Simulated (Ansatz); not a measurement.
Crystal: LaSb.

```
CELL_PARAMETERS angstrom
0.00000 3.24500 3.24500
3.24500 0.00000 3.24500
3.24500 3.24500 0.00000
ATOMIC_POSITIONS crystal
La 0.00000 0.00000 0.00000
Sb 0.50000 0.50000 0.50000
```

* Program: Ansatz 0.2.0
* Task: relaxation of cell and atoms
* Functional: PBE
* Potentials or basis: all-electron LAPW, scalar-relativistic
* Basis error allowed: 0.001 eV/atom
* k mesh: 7 × 7 × 7
* Occupations: fermi-dirac, width 0.05 eV
* Spin: no spin polarisation

At the start: volume 34.17 Å³/atom.

Problem. Where does the relaxation end?

Solution. Over 4 steps the energy falls by 4.5 meV/atom and the volume is 35.16 Å³/atom (+2.9 %); space group Fm-3m (No. 225, to 0.05 Å).

Step by step:
| step | energy change (eV) | largest force (eV/Å) | volume (Å³) |
| --- | --- | --- | --- |
| 1 | 0.0000 | 0.0000 | 68.34 |
| 2 | -0.0054 | 0.0000 | 71.53 |
| 3 | -0.0090 | 0.0000 | 70.32 |
| 4 | -0.0090 | 0.0000 | 70.32 |

Final structure:
```
La Sb
1.0
     0.00000    3.27602    3.27602
     3.27602    0.00000    3.27602
     3.27602    3.27602    0.00000
La Sb
1 1
Direct
  0.00000 0.00000 0.00000
  0.50000 0.50000 0.50000
```
